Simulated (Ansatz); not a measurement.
# CH8GeSi2: ladder of methods at one geometry in Python

How do the methods compare on CH8GeSi2, in result and in cost? Wanted for CH8GeSi2: a ladder of methods at one geometry.

Computed with Ansatz 0.2.0, driven from Python. The levels of theory stand in the script.

### Step 1. Starting point

Bond lengths: Ge1–C2 1.902 Å, C2–Si3 1.814 Å, C2–Si4 1.867 Å, Si3–Si4 2.228 Å, Ge1–H5 1.597 Å, Ge1–H6 1.604 Å, Ge1–H7 1.539 Å, C2–H8 1.072 Å, Si3–H9 1.521 Å, Si3–H10 1.478 Å, Si4–H11 1.421 Å, Si4–H12 1.499 Å. Angles (14 of 24 angles, heavy atoms first): Ge1–C2–Si3 111.1°, Ge1–C2–Si4 110.9°, Si3–C2–Si4 74.5°, C2–Si3–Si4 53.9°, C2–Si4–Si3 51.7°, Ge1–C2–H8 119.6°, Si3–C2–H8 114.2°, Si4–C2–H8 118.0°, C2–Ge1–H5 109.8°, C2–Ge1–H6 110.0°, C2–Ge1–H7 113.3°, C2–Si3–H9 115.7°, C2–Si3–H10 117.1°, Si4–Si3–H9 115.2°.

Input file ch8gesi2.xyz:

```xyz
12

Ge   -0.70110    1.24850   -0.88110
C    -0.55880   -0.08940    0.46360
Si    1.10920   -0.12660    1.17490
Si    0.24050   -1.63370   -0.21650
H    -1.99760    0.98080   -1.77400
H    -0.91820    2.68580   -0.20280
H     0.53470    1.32500   -1.79560
H    -1.34590   -0.20500    1.18180
H     1.19750   -0.56210    2.62930
H     2.12980    0.73400    0.54080
H     0.64600   -1.55400   -1.57570
H    -0.25910   -2.85860    0.48940
```

### Step 2. The code

The input, methods_ch8gesi2.py:

```python
# -*- coding: utf-8 -*-
'''One geometry of CH8GeSi2, method by method.'''

import ansatz as az

ch8gesi2 = az.Crystal.molecule_from_extxyz('ch8gesi2.xyz')

base = ch8gesi2.calculation().basis(gaussian='def2-SVP')

methods = ['mp2', 'ccsd', 'ccsd_t']
reports = [base.correlation(m).run(threads=1).report for m in methods]
print(f'Hartree-Fock reference {reports[0]["reference_energy_ev"] / 27.211386246:.6f} Ha')
best = reports[-1]['free_energy_ev'] - reports[-1]['reference_energy_ev']
for method, each in zip(methods, reports):
    gained = each['free_energy_ev'] - each['reference_energy_ev']
    print(f'{method:8s} total {each["free_energy_ev"] / 27.211386246:.6f} Ha  correlation {gained:9.4f} eV  ({100 * gained / best:.1f} % of the last)')
```

### Step 3. The input behind the calls

The engine receives this input (first run):

```yaml
crystal:
  periodic: [false, false, false]
  atoms:
    - { symbol: Ge, position_ang: [-0.7011, 1.2485, -0.8811] }
    - { symbol: C, position_ang: [-0.5588, -0.0894, 0.4636] }
    - { symbol: Si, position_ang: [1.1092, -0.1266, 1.1749] }
    - { symbol: Si, position_ang: [0.2405, -1.6337, -0.2165] }
    - { symbol: H, position_ang: [-1.9976, 0.9808, -1.774] }
    - { symbol: H, position_ang: [-0.9182, 2.6858, -0.2028] }
    - { symbol: H, position_ang: [0.5347, 1.325, -1.7956] }
    - { symbol: H, position_ang: [-1.3459, -0.205, 1.1818] }
    - { symbol: H, position_ang: [1.1975, -0.5621, 2.6293] }
    - { symbol: H, position_ang: [2.1298, 0.734, 0.5408] }
    - { symbol: H, position_ang: [0.646, -1.554, -1.5757] }
    - { symbol: H, position_ang: [-0.2591, -2.8586, 0.4894] }
basis:
  gaussian:
    orbitals: def2-SVP
correlation:
  method: mp2
```

### Step 4. The run

On the command line:

```bash
$ python methods_ch8gesi2.py
```

Log:

```text
Hartree-Fock reference -2695.202518 Ha
mp2      total -2695.781721 Ha  correlation  -15.7609 eV  (88.6 % of the last)
ccsd     total -2695.835024 Ha  correlation  -17.2114 eV  (96.8 % of the last)
ccsd_t   total -2695.855920 Ha  correlation  -17.7800 eV  (100.0 % of the last)
```

Wall time 24 s (1 thread of Intel Xeon 6975P-C (Granite Rapids), shared host); peak memory 0.67 GiB.

### Step 5. What changed from run to run

The engine's inputs for the other runs:

Run 2, against run 1:

```diff
@@ -20 +20 @@
-  method: mp2
+  method: ccsd
```

Run 3, against run 1:

```diff
@@ -20 +20 @@
-  method: mp2
+  method: ccsd_t
```

### Step 6. Run by run

One row for each of the 3 runs:

```tsv
run	method	energy (eV)	iterations in all	CPU time (s)
1	mp2	-73355.9576	11	2.2
2	ccsd	-73357.4081	16	7.5
3	ccsd_t	-73357.9767	16	14
```

Correlation energies (total less mean field):

```tsv
method	correlation (eV)	share of the last	miss against the last (eV)	CPU time (s)
mp2	-15.761	88.6 %	+2.019	2.2
ccsd	-17.211	96.8 %	+0.569	7.5
ccsd_t	-17.780	100.0 %	+0.000	14
```

### Step 7. Outcome

```
                    quantity       value
               runs compared           3
correlation energy, last run  -17.780 eV
```

What this shows: mp2 catches 89 % of the correlation energy of ccsd_t. In CPU time, run 3 (ccsd_t) cost about 6.2 times as much as run 1 (mp2). What to keep in mind:
- The geometry is a force-field or estimated start, not a minimum of this method, and the basis set is short of its limit. A lower total doesn't mark the better method: functionals have no common bound, and MP2 and coupled cluster aren't variational.
- Inner cores stay frozen; a filled d shell under the valence of the heavier atoms is correlated with it.
